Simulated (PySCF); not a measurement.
# C2H8BNO: the cost of one run

Computed with PySCF 2.14.0, with density-fitted response routines of our own, on a single molecule in the gas phase. Atoms are numbered from 0 throughout.

**1. Starting geometry**

13 atoms, charge 0, multiplicity 1; geometry from: GFN2-xTB. The atoms were then displaced at random by about 0.01 Å, so the start is not that level's minimum.

Bonds of the start (Å): N0–B1 1.74, B1–C2 1.63, C2–C3 1.51, C3–O4 1.39, O4–B1 1.46, N0–H5 1.03, N0–H6 1.01, N0–H7 0.99, B1–H8 1.21, C2–H9 1.07, C2–H10 1.09, C3–H11 1.10, C3–H12 1.15.

**2. Optimising the geometry at PBE0-D3(BJ)/def2-SVP**

The job: settings as JSON, then the geometry in Å.

```
{"job": {"xc": "PBE0", "basis": "def2-SVP", "d3": "d3bj", "grid": 1, "shake": 0.01, "kind": "geom"}, "charge": 0, "multiplicity": 1}
N      1.702250    -0.181160    -0.303250
B      0.353390     0.298180     0.684080
C     -0.884330     0.764540    -0.276840
C     -1.375540    -0.614430     0.110200
O     -0.335250    -0.958790     0.965880
H      2.184590     0.652750    -0.663910
H      1.306750    -0.707120    -1.068490
H      2.296340    -0.736660     0.258060
H      0.846640     0.923140     1.590860
H     -0.704500     0.893150    -1.328700
H     -1.509560     1.574970     0.084670
H     -1.487040    -1.330700    -0.710780
H     -2.387900    -0.594770     0.647890
```

On the command line:

```sh
$ OMP_NUM_THREADS=1 python probes_run.py task.json out
```

This one command runs all jobs of the session in turn.

**Question.** How long does this first job take on 1 thread of Arm Neoverse V1, shared host, and how much memory does it need?

About 20 s, with a peak of 0.44 GiB.
